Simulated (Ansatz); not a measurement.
# C2H8BClS: up Jacob's ladder to CCSD(T)

Aim: compute C2H8BClS with functionals from several rungs and with coupled cluster. The yardstick is the atomisation energy at the CCSD(T) limit.

Computed with Ansatz 0.2.0, Gaussian basis. Level: functionals in def2-TZVPP, the program's frozen cores in correlated methods.

The runs, in order: LDA (SPW92), PBE-D4, revPBE-D4, BLYP-D4, r2SCAN-D4, B97M-V, PBE0-D4, B3LYP-D4, r2SCANh-D4, r2SCAN0-D4, HSE06-D4, BHLYP-D4, CAM-B3LYP-D4, LC-ωPBE, ωB97X-V, ωB97M-V, B2PLYP, PBE-QIDH; CCSD(T)/def2-SVP; CCSD(T)/def2-TZVPP; MP2/def2-QZVPP; extrapolation to the limit; RPA on PBE.

### 1 The relaxed structure

The geometry comes from an earlier relaxation with PBE0-D4 in a triple-zeta def2 set; it is a stationary point, not always the lowest conformer.

SMILES `C[B-](C)([SH2+])Cl`, 13 atoms, charge 0, spin multiplicity 1.

Atoms are counted from 1 here; the program's logs count them from 0.

Bond lengths: C1–B2 1.584 Å, C1–H6 1.092 Å, C1–H7 1.096 Å, C1–H8 1.095 Å, B2–C3 1.584 Å, B2–S4 2.198 Å, B2–Cl5 1.847 Å, C3–H9 1.096 Å, C3–H10 1.093 Å, C3–H11 1.095 Å, S4–H12 1.346 Å, S4–H13 1.343 Å. Angles: B2–C1–H6 113.7°, B2–C1–H7 107.9°, B2–C1–H8 112.7°, H6–C1–H7 106.8°, H6–C1–H8 108.6°, H7–C1–H8 106.7°, C1–B2–C3 120.0°, C1–B2–S4 102.3°, C1–B2–Cl5 114.2°, C3–B2–S4 105.2°, C3–B2–Cl5 114.0°, S4–B2–Cl5 97.0°, B2–C3–H9 107.9°, B2–C3–H10 113.9°, B2–C3–H11 112.7°, H9–C3–H10 106.6°, H9–C3–H11 106.7°, H10–C3–H11 108.6° and more.

### 2 LDA

This LDA is Slater exchange with PW92 correlation.

Input file in.yaml:

```yaml
crystal:
  periodic: [false, false, false]
  atoms:
    - {symbol: C, position_ang: [-1.518213, 0.051908, -0.581974]}
    - {symbol: B, position_ang: [0.016540, 0.359639, -0.339860]}
    - {symbol: C, position_ang: [1.086420, -0.800632, -0.473230]}
    - {symbol: S, position_ang: [0.048530, 0.932484, 1.782338]}
    - {symbol: Cl, position_ang: [0.579708, 1.981620, -1.020197]}
    - {symbol: H, position_ang: [-2.176469, 0.893294, -0.353358]}
    - {symbol: H, position_ang: [-1.653310, -0.175731, -1.645361]}
    - {symbol: H, position_ang: [-1.866513, -0.825193, -0.026292]}
    - {symbol: H, position_ang: [1.144777, -1.084470, -1.530388]}
    - {symbol: H, position_ang: [2.096068, -0.509189, -0.172762]}
    - {symbol: H, position_ang: [0.803383, -1.702045, 0.079900]}
    - {symbol: H, position_ang: [0.083318, -0.259958, 2.406769]}
    - {symbol: H, position_ang: [1.376163, 1.103472, 1.889217]}
basis:
  gaussian: {orbitals: def2-TZVPP}
hamiltonian: {xc: lda}
output: {orbitals: {seedname: orbitals}}
```

Command:

```sh
> ansatz run in.yaml --threads 4 --pin off --events-out ev --progress --plain --max-ram 10444MiB
```

After this run come: PBE-D4 (GGA); revPBE-D4 (GGA); BLYP-D4 (GGA); r2SCAN-D4 (meta-GGA); B97M-V (meta-GGA); PBE0-D4 (hybrid); B3LYP-D4 (hybrid); r2SCANh-D4 (hybrid); r2SCAN0-D4 (hybrid); HSE06-D4 (hybrid); BHLYP-D4 (hybrid); CAM-B3LYP-D4 (range-separated); LC-ωPBE (range-separated); ωB97X-V (range-separated); ωB97M-V (range-separated); B2PLYP (double hybrid); PBE-QIDH (double hybrid); CCSD(T) in def2-SVP; CCSD(T) in def2-TZVPP; MP2 in def2-QZVPP; RPA on PBE orbitals.

Q: Predict the results of all the runs planned. Wanted: atomisation energy, CCSD(T)/CBS; farthest beyond LDA; mean size of error, GGA; mean size of error, meta-GGA; mean size of error, hybrid; mean size of error, range-separated; mean size of error, double hybrid; gap, smallest and largest; T1 diagnostic.

The runs gave:

| quantity | value |
| --- | --- |
| atomisation energy, CCSD(T)/CBS | 1097.1 kcal/mol |
| functionals within 5.5 kcal/mol (0.5 %) | revPBE-D4, B3LYP-D4, r2SCANh-D4, r2SCAN0-D4, CAM-B3LYP-D4, ωB97X-V, PBE-QIDH |
| farthest beyond LDA | BHLYP-D4 (-21.1 kcal/mol) |
| mean size of error, GGA | 9.1 kcal/mol |
| mean size of error, meta-GGA | 8.9 kcal/mol |
| mean size of error, hybrid | 7.4 kcal/mol |
| mean size of error, range-separated | 5.2 kcal/mol |
| mean size of error, double hybrid | 6.2 kcal/mol |
| gap, smallest and largest | 4.92 eV (BLYP-D4), 12.45 eV (LC-ωPBE) |
| T1 diagnostic | 0.0098 |
| triples share of the correlation energy | 4.0 % |

**Reading.** LDA overbinds by 148.7 kcal/mol (14 %). PBE-D4 is off by +19.2 kcal/mol. Double hybrids carry the basis error of their MP2 part in triple zeta, and no dispersion term here, so their miss is partly the set-up's. By mean error the best rung here is range-separated (5.2 kcal/mol) and the worst beyond LDA is GGA (9.1 kcal/mol). meta-GGA functionals lie within the reference's doubt of that worst mean (8.9 kcal/mol), so those two tie. The gap between the best rungs is small, so their order is not settled. The reference freezes the cores and leaves out relativity and excitations past (T), so misses under about 5.5 kcal/mol can't be ranked. Hartree-Fock recovers 76 % of the binding; the rest is correlation. CCSD(T) in def2-SVP is off by -48.8 kcal/mol, more than most functionals: a good method in a small basis is no reference. Orbital gaps span 4.9 to 12.5 eV; exact exchange widens them.
